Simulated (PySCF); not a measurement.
# The bond of BeO, level by level

One table from this session's results is given with a row withheld; the runs are named, their logs left out.

Computed with PySCF 2.14.0. Level: Be 3-21G, O 3-21G, no relativity.

Set-up of the first run:

The job is set up so:

```yaml
atoms: Be, O
charge: 0
basis: Be 3-21G, O 3-21G
Hamiltonian: no relativity
basis_functions: 18
electrons_treated: 12
masses_in_u: 9.0122, 15.9949
levels: PBE0, PBE, r²SCAN, revPBE, BLYP, BP86, ωB97X, HF, MP2, SCS-MP2, CCSD, CCSD(T)
grid: 80 radial by 434 angular points
occupations: held fixed by the projection of orbital angular momentum
dissociation_limit: Be + O, each in its ground configuration
starting_distance_in_angstrom: 1.560
values_of_2S_to_try: 0, 2
```

Command:

```sh
$ OMP_NUM_THREADS=1 python dia.py task.json out
```

Steps of the session up to this table: Input; First curve: PBE0; Other states along the same grid; PBE (GGA); r²SCAN (meta-GGA); revPBE (GGA); BLYP; BP86; ωB97X (range-separated hybrid); RHF (mean field); Adding correlation.

One of the session's tables, all rows but one given; the rest of the session is left out.

It belongs to the step «The curves together». Energy (eV) from each level's lowest point:

```
R (Å)    RHF  RHF-MP2  RHF-SCS-MP2  RHF-CCSD  RHF-CCSD(T)
1.169  1.061    1.711        1.652       n/a          n/a
1.223  0.413    0.899        0.852     0.718        0.870
1.278  0.083    0.391        0.357     0.257        0.367
1.318      ?        ?            ?         ?            ?
1.359  0.028    0.042        0.029     0.000        0.031
1.400  0.144    0.000        0.000     0.016        0.000
1.454  0.405    0.041        0.059     0.144        0.059
1.522  0.850    0.205        0.244     0.430        0.250
1.604  1.470    0.536        0.593     0.874        0.594
1.712  2.250    1.541        1.527       n/a          n/a
```

Q: Estimate the row for R (Å) = 1.318 from the others.

Worked estimate for «RHF». A straight line through the neighbours (1.278, 0.083) and (1.359, 0.028) gives 0.083 + (0.028 − 0.083) × (1.318 − 1.278) / (1.359 − 1.278) = 0.056; a parabola fitted to 4 rows on both sides gives -0.002.

As computed: RHF: 0.000; RHF-MP2: 0.165; RHF-SCS-MP2: 0.141; RHF-CCSD: 0.074; RHF-CCSD(T): 0.147. In «RHF» the line misses by +0.056 and the parabola by -0.002.
